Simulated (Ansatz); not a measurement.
# CdSb2S4: a short molecular-dynamics run, part 1 of 2

What does CdSb2S4 do over 40 steps of 1 fs at constant energy, with velocities drawn for 100 K? The cell is a randomly packed cell of 14 atoms, taken as it stands, without a relaxation.

All numbers below are computed with Ansatz 0.2.0 (DFT PBE, plane waves, PAW, scalar-relativistic, no spin polarisation).

## 1. Starting point

The cell holds 14 atoms (Cd2S8Sb4): a = 7.013 Å, b = 6.759 Å, c = 7.827 Å, α = 88.26°, β = 96.42°, γ = 84.98°.

Structure file:

```
Cd Sb S
1.0
     6.94891   -0.19717   -0.92776
     0.94546    6.58117    1.21631
     0.11468   -1.20100    7.73362
Cd Sb S
2 4 8
Direct
  0.28213 0.42319 0.80031
  0.01307 0.25193 0.08749
  0.59359 0.06313 0.07010
  0.55069 0.70281 0.58361
  0.87812 0.94897 0.42490
  0.71186 0.24089 0.70926
  0.27508 0.88746 0.23393
  0.94382 0.51082 0.51974
  0.90387 0.84065 0.85549
  0.64194 0.42358 0.28340
  0.29089 0.87942 0.83351
  0.25250 0.13287 0.50939
  0.25816 0.49453 0.33447
  0.61547 0.63451 0.97116
```

## 2. Molecular dynamics

Input file input.yaml:

```yaml
crystal:
  lattice:
    - [6.948914, -0.197165, -0.927759]
    - [0.94546, 6.581172, 1.216313]
    - [0.114684, -1.201001, 7.733623]
  atoms:
    - { symbol: Cd, position: [0.282133, 0.423195, 0.800311] }
    - { symbol: Cd, position: [0.013074, 0.251933, 0.087493] }
    - { symbol: Sb, position: [0.593586, 0.063135, 0.070098] }
    - { symbol: Sb, position: [0.550692, 0.70281, 0.583612] }
    - { symbol: Sb, position: [0.878116, 0.948967, 0.424895] }
    - { symbol: Sb, position: [0.711859, 0.240894, 0.709257] }
    - { symbol: S, position: [0.275083, 0.887464, 0.233933] }
    - { symbol: S, position: [0.94382, 0.510823, 0.51974] }
    - { symbol: S, position: [0.903867, 0.840649, 0.855485] }
    - { symbol: S, position: [0.641938, 0.423578, 0.283399] }
    - { symbol: S, position: [0.290888, 0.879421, 0.833509] }
    - { symbol: S, position: [0.252495, 0.13287, 0.509393] }
    - { symbol: S, position: [0.258158, 0.494528, 0.334474] }
    - { symbol: S, position: [0.615474, 0.63451, 0.971157] }
kpoints:
  mp_grid: { grid: [2, 2, 2] }
magnetization:
  spin_polarized: false
scf:
  occupations: { method: fermi_dirac, width: 0.1 }
hamiltonian:
  pseudopotentials: { kind: paw }
  xc: pbe
basis:
  ecutwfc: 420
md:
  timestep: 1.0
  n_steps: 40
  ensemble: nve
  temperature: 100.0
  initial_velocities: maxwell_boltzmann
  seed: 517734
```

On the command line:

```bash
> ansatz run input.yaml --threads 2 --pin off --max-ram 2560MiB --backend cpu --events-out ev --progress --plain --runs-dir out
```

Standard output:

```text
Warning: md: disabling space-group detection — thermal motion breaks the input geometry's symmetry, so no spatial operation reduces the k-mesh or symmetrises the density; time reversal is kept, so that k and −k are solved as one point where they differ and the mesh holds both, and exact exchange and, on two spinor components, a DFT+U term hold to it where the run has them: on two components no moment then forms, and a state that bears one, which a typed moment (crystal.atoms[].spin; refused beside efield: under a hybrid functional) reaches, can lie lower, under hf by electronvolts; crystal.symmetry.detect: false (a key that needs symmetry detection or time reversal refuses this as the deck is read) with time_reversal: false beside it drops time reversal too
Warning: RAYON_NUM_THREADS=2 ignored (pool sized by the plan → 2); use --threads N
Engine: ansatz 0.2.0, aarch64-unknown-linux-gnu
Pseudopotentials: kind: paw
Pseudopotential: Cd, paw, valence charge 20, recommended cutoff 420 eV (normal), Cd.paw.azcp
Pseudopotential: Sb, paw, valence charge 15, recommended cutoff 420 eV (normal), Sb.paw.azcp
Pseudopotential: S, paw, valence charge 6, recommended cutoff 420 eV (normal), S.paw.azcp
Functional definition: PBE
  parameter kappa = 0.804
  parameter beta = 0.06672455060314922
  exchange = pbe_x(kappa = kappa, mu = beta*pi^2/3)
  correlation = pbe_c(beta = beta)
Crystal: 14 atoms, lattice volume = 366.993 Å³
Basis set: ecut = 420 eV, 7161 PW (Γ), exchange–correlation on 96×96×108 points (8 copies of the dense FFT grid, shifted against one another)
Bands: 89, of which v1, the nominal top of the filled ones, is band 74 counted from 1 (73 counted from 0)
Symmetry: 1 space group operations
k-points: 8
Non-local potential: Cd, projectors of the file, l = 0: 3, l = 1: 2, l = 2: 2, l = 3: 1
Non-local potential: Sb, projectors of the file, l = 0: 2, l = 1: 2, l = 2: 2, l = 3: 2
Non-local potential: S, projectors of the file, l = 0: 2, l = 1: 2, l = 2: 2
PAW form: soft (Blöchl's): semilocal exchange-correlation on the pseudo side does not see the compensation charge
PAW one-centre angular grid: Cd, 590 points (default); XC on 64 Gauss nodes
PAW one-centre angular grid: Sb, 590 points (default); XC on 64 Gauss nodes
PAW one-centre angular grid: S, 110 points (default); XC on 64 Gauss nodes
Initial density: superposition of atomic densities (neutral atoms: chi_scale 0, normalization atom), corrected by the library's trained network
Initial wavefunctions: pseudopotential atomic-orbital guess
Functional: x = pbe(κ = 0.804, μ = 0.2195149727645171), c = pbe(β = 0.06672455060314922)
SCF iter   1: F=—  HF=-49656.523398 eV  |F-HF|=—  |Δ(HF+E_count)|=         —  Δρ=4.10e-3  dr2=1.55e-1  ethr=1.77e-3  ⟨swp⟩=6.5  Hψ=2609  notcnv=0
preconditioner: auto → LDOS  [metal: Δε(μ)=0.076 eV  Ē_g=7.689 eV  σ=0.100 eV  W_gap=0.18  n_scr=78 (ndim 8)  ℏωp=18.6 eV  f_vac=0.014  D(μ)=8.20/eV (n_scr^D=52)  β→1.0]
SCF iter   2: F=—  HF=-49656.509355 eV  |F-HF|=—  |Δ(HF+E_count)|=   1.40e-2  Δρ=1.74e-3  dr2=1.97e-2  ethr=1.05e-4  ⟨swp⟩=2.1  Hψ=1063  notcnv=0
SCF iter   3: F=—  HF=-49656.505970 eV  |F-HF|=—  |Δ(HF+E_count)|=   3.39e-3  Δρ=5.66e-4  dr2=2.34e-3  ethr=1.33e-5  ⟨swp⟩=2.0  Hψ=1244  notcnv=0
SCF iter   4: F=—  HF=-49656.505456 eV  |F-HF|=—  |Δ(HF+E_count)|=   5.14e-4  Δρ=1.13e-4  dr2=7.47e-5  ethr=1.58e-6  ⟨swp⟩=2.0  Hψ=1243  notcnv=0
SCF iter   5: F=—  HF=-49656.505231 eV  |F-HF|=—  |Δ(HF+E_count)|=   2.25e-4  Δρ=4.02e-5  dr2=7.01e-6  ethr=5.05e-8  ⟨swp⟩=2.0  Hψ=1268  notcnv=0
SCF iter   6: F=—  HF=-49656.505397 eV  |F-HF|=—  |Δ(HF+E_count)|=   1.66e-4  Δρ=1.18e-5  dr2=5.35e-7  ethr=4.74e-9  ⟨swp⟩=2.0  Hψ=1310  notcnv=0
SCF iter   7: F=—  HF=-49656.505397 eV  |F-HF|=—  |Δ(HF+E_count)|=   2.29e-7  Δρ=3.99e-6  dr2=5.71e-8  ethr=3.61e-10  ⟨swp⟩=2.0  Hψ=1288  notcnv=0
SCF iter   8: F=-49656.505397 eV  HF=-49656.505397 eV  |F-HF|=2.98e-10  |Δ(HF+E_count)|=   1.74e-8  Δρ=1.20e-6  dr2=5.01e-9  ethr=9.46e-12  ⟨swp⟩=5.0  Hψ=2380  notcnv=0
SCF 1 converged in 8 iterations: F = -49656.505397 eV  dr2 = 5.01e-9
md step     0: t =     0.00 fs  T =   100.0 K  F+E_penalty+E_count = -49656.50539694 eV  E_kin = 0.168038 eV  conserved = -49656.33735894 eV  (8 SCF iters)
Initial density: handed on by an earlier stage of this run
Initial wavefunctions: those handed on with the density
iter 1 solved again at ethr=1.49e-7 eV; its pass at ethr=3.10e-3 eV (dr2=2.20e-4 eV) is discarded
SCF iter   1: F=—  HF=-49656.510149 eV  |F-HF|=—  |Δ(HF+E_count)|=         —  Δρ=1.79e-4  dr2=1.83e-4  ethr=1.49e-7  ⟨swp⟩=3.0  Hψ=3148  notcnv=0
preconditioner: auto → LDOS  [metal: Δε(μ)=0.050 eV  Ē_g=7.671 eV  σ=0.100 eV  W_gap=0.12  n_scr=78 (ndim 8)  ℏωp=18.6 eV  f_vac=0.014  D(μ)=8.42/eV (n_scr^D=52)  β→1.0]
SCF iter   2: F=—  HF=-49656.510142 eV  |F-HF|=—  |Δ(HF+E_count)|=   7.47e-6  Δρ=8.25e-5  dr2=3.40e-5  ethr=1.24e-7  ⟨swp⟩=2.0  Hψ=1072  notcnv=0
SCF iter   3: F=—  HF=-49656.509854 eV  |F-HF|=—  |Δ(HF+E_count)|=   2.88e-4  Δρ=2.45e-5  dr2=4.10e-6  ethr=2.30e-8  ⟨swp⟩=2.0  Hψ=1294  notcnv=0
SCF iter   4: F=—  HF=-49656.510021 eV  |F-HF|=—  |Δ(HF+E_count)|=   1.67e-4  Δρ=5.78e-6  dr2=2.14e-7  ethr=2.77e-9  ⟨swp⟩=2.0  Hψ=998  notcnv=0
SCF iter   5: F=—  HF=-49656.510021 eV  |F-HF|=—  |Δ(HF+E_count)|=   1.21e-8  Δρ=1.93e-6  dr2=1.97e-8  ethr=1.45e-10  ⟨swp⟩=2.0  Hψ=994  notcnv=0
SCF iter   6: F=-49656.510021 eV  HF=-49656.510021 eV  |F-HF|=4.58e-10  |Δ(HF+E_count)|=   2.20e-9  Δρ=5.19e-7  dr2=1.13e-9  ethr=9.46e-12  ⟨swp⟩=4.0  Hψ=2325  notcnv=0
SCF 2 converged in 6 iterations: F = -49656.510021 eV  dr2 = 1.13e-9
md step     1: t =     1.00 fs  T =   102.8 K  F+E_penalty+E_count = -49656.51002116 eV  E_kin = 0.172663 eV  conserved = -49656.33735852 eV  (6 SCF iters)
iter 1 solved again at ethr=1.57e-7 eV; its pass at ethr=3.10e-3 eV (dr2=2.33e-4 eV) is discarded
SCF iter   1: F=—  HF=-49656.515614 eV  |F-HF|=—  |Δ(HF+E_count)|=         —  Δρ=1.83e-4  dr2=1.93e-4  ethr=1.57e-7  ⟨swp⟩=3.0  Hψ=3147  notcnv=0
preconditioner: auto → LDOS  [metal: Δε(μ)=0.048 eV  Ē_g=7.672 eV  σ=0.100 eV  W_gap=0.12  n_scr=78 (ndim 8)  ℏωp=18.6 eV  f_vac=0.014  D(μ)=8.44/eV (n_scr^D=52)  β→1.0]
SCF iter   2: F=—  HF=-49656.515619 eV  |F-HF|=—  |Δ(HF+E_count)|=   4.72e-6  Δρ=8.38e-5  dr2=3.46e-5  ethr=1.30e-7  ⟨swp⟩=2.1  Hψ=1073  notcnv=0
SCF iter   3: F=—  HF=-49656.515328 eV  |F-HF|=—  |Δ(HF+E_count)|=   2.91e-4  Δρ=2.48e-5  dr2=4.16e-6  ethr=2.33e-8  ⟨swp⟩=2.0  Hψ=1294  notcnv=0
SCF iter   4: F=—  HF=-49656.515482 eV  |F-HF|=—  |Δ(HF+E_count)|=   1.54e-4  Δρ=5.80e-6  dr2=2.18e-7  ethr=2.81e-9  ⟨swp⟩=2.0  Hψ=997  notcnv=0
SCF iter   5: F=—  HF=-49656.515482 eV  |F-HF|=—  |Δ(HF+E_count)|=   1.10e-8  Δρ=1.98e-6  dr2=2.04e-8  ethr=1.47e-10  ⟨swp⟩=2.0  Hψ=995  notcnv=0
SCF iter   6: F=-49656.515482 eV  HF=-49656.515482 eV  |F-HF|=5.02e-10  |Δ(HF+E_count)|=   2.40e-9  Δρ=5.30e-7  dr2=1.19e-9  ethr=9.46e-12  ⟨swp⟩=4.0  Hψ=2324  notcnv=0
SCF 3 converged in 6 iterations: F = -49656.515482 eV  dr2 = 1.19e-9
md step     2: t =     2.00 fs  T =   106.0 K  F+E_penalty+E_count = -49656.51548195 eV  E_kin = 0.178124 eV  conserved = -49656.33735795 eV  (6 SCF iters)
[... from here on, the SCF cycles and remarks between the steps are left out ...]
md step     3: t =     3.00 fs  T =   109.8 K  F+E_penalty+E_count = -49656.52178822 eV  E_kin = 0.184431 eV  conserved = -49656.33735724 eV  (6 SCF iters)
md step     4: t =     4.00 fs  T =   114.0 K  F+E_penalty+E_count = -49656.52895121 eV  E_kin = 0.191595 eV  conserved = -49656.33735639 eV  (6 SCF iters)
md step     5: t =     5.00 fs  T =   118.8 K  F+E_penalty+E_count = -49656.53698445 eV  E_kin = 0.199629 eV  conserved = -49656.33735540 eV  (3 SCF iters)
md step     6: t =     6.00 fs  T =   124.1 K  F+E_penalty+E_count = -49656.54590383 eV  E_kin = 0.208550 eV  conserved = -49656.33735429 eV  (2 SCF iters)
md step     7: t =     7.00 fs  T =   130.0 K  F+E_penalty+E_count = -49656.55572765 eV  E_kin = 0.218375 eV  conserved = -49656.33735302 eV  (3 SCF iters)
md step     8: t =     8.00 fs  T =   136.4 K  F+E_penalty+E_count = -49656.56647664 eV  E_kin = 0.229125 eV  conserved = -49656.33735156 eV  (2 SCF iters)
md step     9: t =     9.00 fs  T =   143.3 K  F+E_penalty+E_count = -49656.57817405 eV  E_kin = 0.240824 eV  conserved = -49656.33734994 eV  (3 SCF iters)
md step    10: t =    10.00 fs  T =   150.9 K  F+E_penalty+E_count = -49656.59084567 eV  E_kin = 0.253498 eV  conserved = -49656.33734815 eV  (6 SCF iters)
md step    11: t =    11.00 fs  T =   159.0 K  F+E_penalty+E_count = -49656.60451990 eV  E_kin = 0.267174 eV  conserved = -49656.33734621 eV  (2 SCF iters)
md step    12: t =    12.00 fs  T =   167.8 K  F+E_penalty+E_count = -49656.61922788 eV  E_kin = 0.281884 eV  conserved = -49656.33734413 eV  (3 SCF iters)
md step    13: t =    13.00 fs  T =   177.1 K  F+E_penalty+E_count = -49656.63500349 eV  E_kin = 0.297662 eV  conserved = -49656.33734187 eV  (2 SCF iters)
md step    14: t =    14.00 fs  T =   187.2 K  F+E_penalty+E_count = -49656.65188353 eV  E_kin = 0.314544 eV  conserved = -49656.33733942 eV  (3 SCF iters)
md step    15: t =    15.00 fs  T =   197.9 K  F+E_penalty+E_count = -49656.66990775 eV  E_kin = 0.332571 eV  conserved = -49656.33733681 eV  (2 SCF iters)
md step    16: t =    16.00 fs  T =   209.3 K  F+E_penalty+E_count = -49656.68911899 eV  E_kin = 0.351785 eV  conserved = -49656.33733402 eV  (3 SCF iters)
md step    17: t =    17.00 fs  T =   221.5 K  F+E_penalty+E_count = -49656.70956327 eV  E_kin = 0.372232 eV  conserved = -49656.33733104 eV  (2 SCF iters)
md step    18: t =    18.00 fs  T =   234.4 K  F+E_penalty+E_count = -49656.73128991 eV  E_kin = 0.393962 eV  conserved = -49656.33732785 eV  (3 SCF iters)
md step    19: t =    19.00 fs  T =   248.2 K  F+E_penalty+E_count = -49656.75435165 eV  E_kin = 0.417027 eV  conserved = -49656.33732443 eV  (2 SCF iters)
md step    20: t =    20.00 fs  T =   262.7 K  F+E_penalty+E_count = -49656.77880471 eV  E_kin = 0.441484 eV  conserved = -49656.33732072 eV  (6 SCF iters)
md step    21: t =    21.00 fs  T =   278.1 K  F+E_penalty+E_count = -49656.80470893 eV  E_kin = 0.467392 eV  conserved = -49656.33731679 eV  (3 SCF iters)
md step    22: t =    22.00 fs  T =   294.5 K  F+E_penalty+E_count = -49656.83212774 eV  E_kin = 0.494815 eV  conserved = -49656.33731275 eV  (2 SCF iters)
md step    23: t =    23.00 fs  T =   311.7 K  F+E_penalty+E_count = -49656.86112827 eV  E_kin = 0.523820 eV  conserved = -49656.33730858 eV  (3 SCF iters)
md step    24: t =    24.00 fs  T =   330.0 K  F+E_penalty+E_count = -49656.89178125 eV  E_kin = 0.554477 eV  conserved = -49656.33730427 eV  (2 SCF iters)
md step    25: t =    25.00 fs  T =   349.2 K  F+E_penalty+E_count = -49656.92416089 eV  E_kin = 0.586861 eV  conserved = -49656.33729976 eV  (3 SCF iters)
md step    26: t =    26.00 fs  T =   369.6 K  F+E_penalty+E_count = -49656.95834459 eV  E_kin = 0.621049 eV  conserved = -49656.33729514 eV  (2 SCF iters)
md step    27: t =    27.00 fs  T =   391.1 K  F+E_penalty+E_count = -49656.99441260 eV  E_kin = 0.657122 eV  conserved = -49656.33729047 eV  (3 SCF iters)
md step    28: t =    28.00 fs  T =   413.7 K  F+E_penalty+E_count = -49657.03244724 eV  E_kin = 0.695161 eV  conserved = -49656.33728583 eV  (2 SCF iters)
md step    29: t =    29.00 fs  T =   437.6 K  F+E_penalty+E_count = -49657.07253208 eV  E_kin = 0.735251 eV  conserved = -49656.33728133 eV  (3 SCF iters)
md step    30: t =    30.00 fs  T =   462.7 K  F+E_penalty+E_count = -49657.11475047 eV  E_kin = 0.777474 eV  conserved = -49656.33727694 eV  (7 SCF iters)
md step    31: t =    31.00 fs  T =   489.1 K  F+E_penalty+E_count = -49657.15918376 eV  E_kin = 0.821911 eV  conserved = -49656.33727302 eV  (2 SCF iters)
md step    32: t =    32.00 fs  T =   516.9 K  F+E_penalty+E_count = -49657.20590873 eV  E_kin = 0.868639 eV  conserved = -49656.33726993 eV  (3 SCF iters)
md step    33: t =    33.00 fs  T =   546.1 K  F+E_penalty+E_count = -49657.25499422 eV  E_kin = 0.917726 eV  conserved = -49656.33726801 eV  (2 SCF iters)
md step    34: t =    34.00 fs  T =   576.8 K  F+E_penalty+E_count = -49657.30649682 eV  E_kin = 0.969229 eV  conserved = -49656.33726757 eV  (3 SCF iters)
md step    35: t =    35.00 fs  T =   608.9 K  F+E_penalty+E_count = -49657.36045515 eV  E_kin = 1.023186 eV  conserved = -49656.33726906 eV  (3 SCF iters)
md step    36: t =    36.00 fs  T =   642.5 K  F+E_penalty+E_count = -49657.41688274 eV  E_kin = 1.079609 eV  conserved = -49656.33727327 eV  (2 SCF iters)
md step    37: t =    37.00 fs  T =   677.5 K  F+E_penalty+E_count = -49657.47575914 eV  E_kin = 1.138478 eV  conserved = -49656.33728095 eV  (3 SCF iters)
md step    38: t =    38.00 fs  T =   714.0 K  F+E_penalty+E_count = -49657.53701890 eV  E_kin = 1.199726 eV  conserved = -49656.33729307 eV  (3 SCF iters)
md step    39: t =    39.00 fs  T =   751.8 K  F+E_penalty+E_count = -49657.60053856 eV  E_kin = 1.263228 eV  conserved = -49656.33731079 eV  (2 SCF iters)
iter 1 solved again at ethr=2.13e-6 eV; its pass at ethr=3.10e-3 eV (dr2=3.16e-3 eV) is discarded
SCF iter   1: F=—  HF=-49657.666598 eV  |F-HF|=—  |Δ(HF+E_count)|=         —  Δρ=5.90e-4  dr2=2.64e-3  ethr=2.13e-6  ⟨swp⟩=2.5  Hψ=2946  notcnv=0
preconditioner: auto → LDOS  [metal: Δε(μ)=0.028 eV  Ē_g=7.869 eV  σ=0.100 eV  W_gap=0.07  n_scr=78 (ndim 8)  ℏωp=18.6 eV  f_vac=0.020  D(μ)=8.94/eV (n_scr^D=60)  β→1.0]
SCF iter   2: F=—  HF=-49657.666258 eV  |F-HF|=—  |Δ(HF+E_count)|=   3.40e-4  Δρ=1.85e-4  dr2=1.50e-4  ethr=1.78e-6  ⟨swp⟩=2.0  Hψ=902  notcnv=0
SCF iter   3: F=—  HF=-49657.666239 eV  |F-HF|=—  |Δ(HF+E_count)|=   1.87e-5  Δρ=9.33e-5  dr2=6.24e-5  ethr=1.01e-7  ⟨swp⟩=2.0  Hψ=1232  notcnv=0
SCF iter   4: F=—  HF=-49657.665961 eV  |F-HF|=—  |Δ(HF+E_count)|=   2.78e-4  Δρ=3.60e-5  dr2=8.20e-6  ethr=4.21e-8  ⟨swp⟩=2.0  Hψ=906  notcnv=0
SCF iter   5: F=—  HF=-49657.666121 eV  |F-HF|=—  |Δ(HF+E_count)|=   1.60e-4  Δρ=1.03e-5  dr2=9.16e-7  ethr=5.54e-9  ⟨swp⟩=2.0  Hψ=961  notcnv=0
SCF iter   6: F=—  HF=-49657.666121 eV  |F-HF|=—  |Δ(HF+E_count)|=   1.56e-7  Δρ=2.51e-6  dr2=4.67e-8  ethr=6.19e-10  ⟨swp⟩=2.0  Hψ=1214  notcnv=0
SCF iter   7: F=-49657.666121 eV  HF=-49657.666121 eV  |F-HF|=1.60e-9  |Δ(HF+E_count)|=   7.48e-9  Δρ=6.39e-7  dr2=2.41e-9  ethr=9.46e-12  ⟨swp⟩=4.1  Hψ=2329  notcnv=0
SCF 41 converged in 7 iterations: F = -49657.666121 eV  dr2 = 2.41e-9
md step    40: t =    40.00 fs  T =   790.8 K  F+E_penalty+E_count = -49657.66612121 eV  E_kin = 1.328786 eV  conserved = -49656.33733529 eV  (7 SCF iters)
SCF converged after 7 iterations
Free energy (F): -49657.666121 eV
Harris-Foulkes:  -49657.666121 eV  (|F-HF|=1.60e-9)
Internal energy: -49657.373718 eV  (E = F + TS)
E sigma→0 (E₀):  -49657.519920 eV
Entropy (-TS):   -0.292403 eV (-20.886 meV/atom)
Fermi energy:    6.914579 eV
--- Per-component energies (eV) ---
  E_band       = -1879.002995
  E_kinetic    = 2648.154022
  E_local      = -16403.234161  (includes V_loc(G=0)·N_el)
  E_nonlocal   = 1742.591133
  E_hartree    = 7360.848431
  E_xc         = -1663.728640
  E_vxc        = -1500.064166  (∫ρ·V_xc dr)
  E_paw        = -31263.564877  (= ΣΔE_a)
  E_vpaw       = -3088.148650  (= ΣTr[D̂ρ^β])
  E_aug_tail   = 0.000034  (compensation charges beyond the density's cutoff)
  E_ewald      = -12078.439659
  E_smearing   = -0.292403  (= −TS)
  E_closure    = -0.000000  (closes the sum)
  Σ components = -49657.666121   (vs F -49657.666121, Δ=0.00e0)
--- Forces (eV/Å), atoms counted from 1 ---
  atom   1  Cd    -0.50051186     0.16728539    -0.06352896
  atom   2  Cd     0.18433827     0.04058808    -0.21065604
  atom   3  Sb    -0.21773201    -0.64302188     0.55711313
  atom   4  Sb     0.42756030     0.22995086     0.14275139
  atom   5  Sb    -0.35254457    -0.42006431     0.24615968
  atom   6  Sb     0.48120845    -0.16236364    -0.09540425
  atom   7  S      0.21672485     0.69043513     0.17136841
  atom   8  S      0.15928376     0.56482742     0.12761605
  atom   9  S      0.45636512     0.35194163    -0.10497774
  atom  10  S     -0.72209261    -0.08268349    -0.10776912
  atom  11  S     -0.66396017    -0.55831470    -0.36398228
  atom  12  S      0.53566760     1.09943595    -0.33913052
  atom  13  S     -0.19673125    -1.41357631     0.18698553
  atom  14  S      0.19241835     0.13554875    -0.14656982
  max |Σ_I F_I| component: 2.45e-5 eV/Å
--- MD trajectory: 40 steps, t = 0.0 → 40.0 fs ---
  final state: T = 790.8 K   F+E_penalty+E_count = -49657.66612121 eV   E_kin = 1.328786 eV
  conserved energy: peak-to-peak 9.138e-5 eV (6.527e-6 eV/atom) over 40.0 fs
```

It took 3 min on 2 threads of Arm Neoverse V1, shared host; peak memory 0.92 GiB.

## 3. What the atoms did

One step in 2; energies are changes from step 0; msd is the mean square displacement from the start, the centre of mass held:

| time (fs) | T (K) | potential energy change (meV/atom) | total energy change (meV/atom) | msd S (Å²) | msd Sb (Å²) | msd Cd (Å²) |
| --- | --- | --- | --- | --- | --- | --- |
| 0.0 | 100 | 0.0 | 0.00 | 0.000 | 0.000 | 0.000 |
| 2.0 | 106 | -0.7 | 0.00 | 0.000 | 0.000 | 0.000 |
| 4.0 | 114 | -1.7 | 0.00 | 0.000 | 0.000 | 0.000 |
| 6.0 | 124 | -2.9 | 0.00 | 0.000 | 0.000 | 0.000 |
| 8.0 | 136 | -4.4 | 0.00 | 0.001 | 0.000 | 0.000 |
| 10.0 | 151 | -6.1 | 0.00 | 0.001 | 0.000 | 0.000 |
| 12.0 | 168 | -8.1 | 0.00 | 0.001 | 0.000 | 0.000 |
| 14.0 | 187 | -10.5 | 0.00 | 0.002 | 0.001 | 0.000 |
| 16.0 | 209 | -13.1 | 0.00 | 0.003 | 0.001 | 0.000 |
| 18.0 | 234 | -16.1 | 0.00 | 0.004 | 0.001 | 0.000 |
| 20.0 | 263 | -19.5 | 0.00 | 0.005 | 0.001 | 0.000 |
| 22.0 | 294 | -23.3 | 0.00 | 0.007 | 0.001 | 0.001 |
| 24.0 | 330 | -27.6 | 0.00 | 0.009 | 0.002 | 0.001 |
| 26.0 | 370 | -32.4 | 0.00 | 0.011 | 0.002 | 0.001 |
| 28.0 | 414 | -37.6 | 0.01 | 0.014 | 0.002 | 0.001 |
| 30.0 | 463 | -43.5 | 0.01 | 0.017 | 0.003 | 0.001 |
| 32.0 | 517 | -50.0 | 0.01 | 0.021 | 0.003 | 0.001 |
| 34.0 | 577 | -57.2 | 0.01 | 0.025 | 0.004 | 0.001 |
| 36.0 | 642 | -65.1 | 0.01 | 0.031 | 0.004 | 0.001 |
| 38.0 | 714 | -73.7 | 0.00 | 0.037 | 0.005 | 0.002 |
| 40.0 | 791 | -82.9 | 0.00 | 0.044 | 0.005 | 0.002 |

time (fs), T (K) and a bar:
```
      0.0        100 
      2.0        106 
      3.0        110 
      5.0        119 #
      7.0        130 #
      9.0        143 ##
     10.0        151 ##
     12.0        168 ###
     14.0        187 ####
     16.0        209 #####
     17.0        222 #####
     19.0        248 ######
     21.0        278 ########
     23.0        312 #########
     24.0        330 ##########
     26.0        370 ############
     28.0        414 ##############
     30.0        463 ################
     31.0        489 #################
     33.0        546 ###################
     35.0        609 ######################
     37.0        678 #########################
     38.0        714 ###########################
     40.0        791 ##############################
```

Pair distribution over the second half of the run:

| r (Å) | g S–S | g Sb–S | g Cd–S |
| --- | --- | --- | --- |
| 0.68 | 0.00 | 0.00 | 0.00 |
| 0.84 | 0.00 | 0.00 | 0.00 |
| 1.00 | 0.00 | 0.00 | 0.00 |
| 1.16 | 0.00 | 0.00 | 0.00 |
| 1.32 | 0.00 | 0.00 | 0.00 |
| 1.48 | 0.00 | 0.00 | 0.00 |
| 1.64 | 0.00 | 0.00 | 0.00 |
| 1.80 | 0.00 | 0.00 | 0.00 |
| 1.96 | 0.00 | 0.00 | 0.00 |
| 2.12 | 0.00 | 0.00 | 0.00 |
| 2.28 | 0.17 | 0.00 | 0.00 |
| 2.44 | 0.47 | 0.00 | 0.00 |
| 2.60 | 1.60 | 0.00 | 0.00 |
| 2.76 | 4.28 | 0.67 | 0.00 |
| 2.92 | 1.68 | 3.04 | 2.91 |
| 3.08 | 1.37 | 3.78 | 4.30 |
| 3.24 | 1.02 | 2.73 | 0.59 |

First peaks of g(r) (not always the tallest), and, where a minimum follows, the mean number of second-named atoms round a first-named one up to the next minimum:

| pair | peak (Å) | height | minimum (Å) | neighbours |
| --- | --- | --- | --- | --- |
| S–S | 2.76 | 4.3 | - | - |
| Sb–S | 3.00 | 3.9 | - | - |
| Cd–S | 3.00 | 6.1 | - | - |

(Continued in part 2 of 2.)
